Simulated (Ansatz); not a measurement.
**C₂H₆AlClSi: a ladder of functionals and wavefunction methods**

Aim: compute C₂H₆AlClSi with functionals from several rungs and with coupled cluster, and see how far each lands from CCSD(T) at the basis-set limit for the atomisation energy.

Program: Ansatz 0.2.0, Gaussian basis. Level of theory: functionals in def2-TZVPP, the program's frozen cores in correlated methods. These are calculated values, not measurements.

Levels to be run: PBE-D4, r2SCAN-D4, PBE0-D4, B3LYP-D4, ωB97X-V, ωB97M-V, B2PLYP; CCSD(T)/def2-TZVPP; MP2/def2-QZVPP; extrapolation to the limit.

## 1. The geometry

The geometry comes from an earlier relaxation with PBE0-D4 in a triple-zeta def2 set; it is a stationary point, not always the lowest conformer.

11 atoms, charge 0, spin multiplicity 1.

Atoms are counted from 1 here; the program's logs count them from 0.

Bond lengths: Cl1–C2 1.899 Å, Cl1–Al5 2.409 Å, C2–C3 1.519 Å, C2–Al5 1.984 Å, C2–H6 1.088 Å, C3–Si4 1.931 Å, C3–H7 1.098 Å, C3–H8 1.094 Å, Si4–Al5 2.430 Å, Si4–H9 1.490 Å, Si4–H10 1.492 Å, Al5–H11 1.581 Å. Angles: C2–Cl1–Al5 53.3°, Cl1–C2–C3 106.9°, Cl1–C2–Al5 76.6°, Cl1–C2–H6 103.8°, C3–C2–Al5 102.6°, C3–C2–H6 117.9°, Al5–C2–H6 136.6°, C2–C3–Si4 103.8°, C2–C3–H7 106.3°, C2–C3–H8 114.6°, Si4–C3–H7 106.8°, Si4–C3–H8 117.1°, H7–C3–H8 107.6°, C3–Si4–Al5 77.2°, C3–Si4–H9 113.6°, C3–Si4–H10 110.4°, Al5–Si4–H9 120.7°, Al5–Si4–H10 123.7° and more.

## 2. PBE-D4 (GGA)

Input file in.yaml:

```yaml
crystal:
  periodic: [false, false, false]
  atoms:
    - {symbol: Cl, position_ang: [-0.647177, 1.458600, 1.509261]}
    - {symbol: C, position_ang: [-1.165332, 0.374988, 0.038905]}
    - {symbol: C, position_ang: [-0.044913, 0.451653, -0.983800]}
    - {symbol: Si, position_ang: [1.393115, -0.544818, -0.166469]}
    - {symbol: Al, position_ang: [-0.463587, -0.937677, 1.350673]}
    - {symbol: H, position_ang: [-2.139777, 0.767649, -0.242234]}
    - {symbol: H, position_ang: [-0.380142, -0.130215, -1.852260]}
    - {symbol: H, position_ang: [0.184134, 1.463269, -1.332495]}
    - {symbol: H, position_ang: [2.547254, 0.302914, 0.246671]}
    - {symbol: H, position_ang: [1.919915, -1.570399, -1.113074]}
    - {symbol: H, position_ang: [-1.138191, -1.692863, 2.565321]}
basis:
  gaussian: {orbitals: def2-TZVPP}
hamiltonian: {xc: pbe, dispersion: d4}
output: {forces: true, orbitals: {seedname: orbitals}}
```

Run with:

```
$ ansatz run in.yaml --threads 4 --pin off --events-out ev --progress --plain --max-ram 10444MiB
```

After this run come: r2SCAN-D4 (meta-GGA); PBE0-D4 (hybrid); B3LYP-D4 (hybrid); ωB97X-V (range-separated); ωB97M-V (range-separated); B2PLYP (double hybrid); CCSD(T) in def2-TZVPP; MP2 in def2-QZVPP.

**Question.** What will the summary of the whole plan be? Wanted: atomisation energy, CCSD(T)/CBS; farthest; mean size of error, hybrid; mean size of error, range-separated; gap, smallest and largest; T1 diagnostic; triples share of the correlation energy.

As calculated:

```
                               quantity                                 value
        atomisation energy, CCSD(T)/CBS                         3637.0 kJ/mol
 functionals within 18.2 kJ/mol (0.5 %)                      PBE0-D4, ωB97M-V
                               farthest                 B2PLYP (-64.9 kJ/mol)
             mean size of error, hybrid                           19.2 kJ/mol
    mean size of error, range-separated                           16.6 kJ/mol
              gap, smallest and largest  4.08 eV (PBE-D4), 10.04 eV (ωB97X-V)
                          T1 diagnostic                                0.0128
triples share of the correlation energy                                 4.4 %
```

In words: PBE-D4 misses by +53.0 kJ/mol. Double hybrids carry the basis error of their MP2 part in triple zeta, and no dispersion term here, so their miss is partly the set-up's. Misses under about 18.2 kJ/mol are within the doubt on the reference itself, which lacks core-valence correlation, relativity and higher excitations. Hartree-Fock recovers 73 % of the binding; the rest is correlation. Orbital gaps span 4.1 to 10.0 eV; exact exchange widens them.
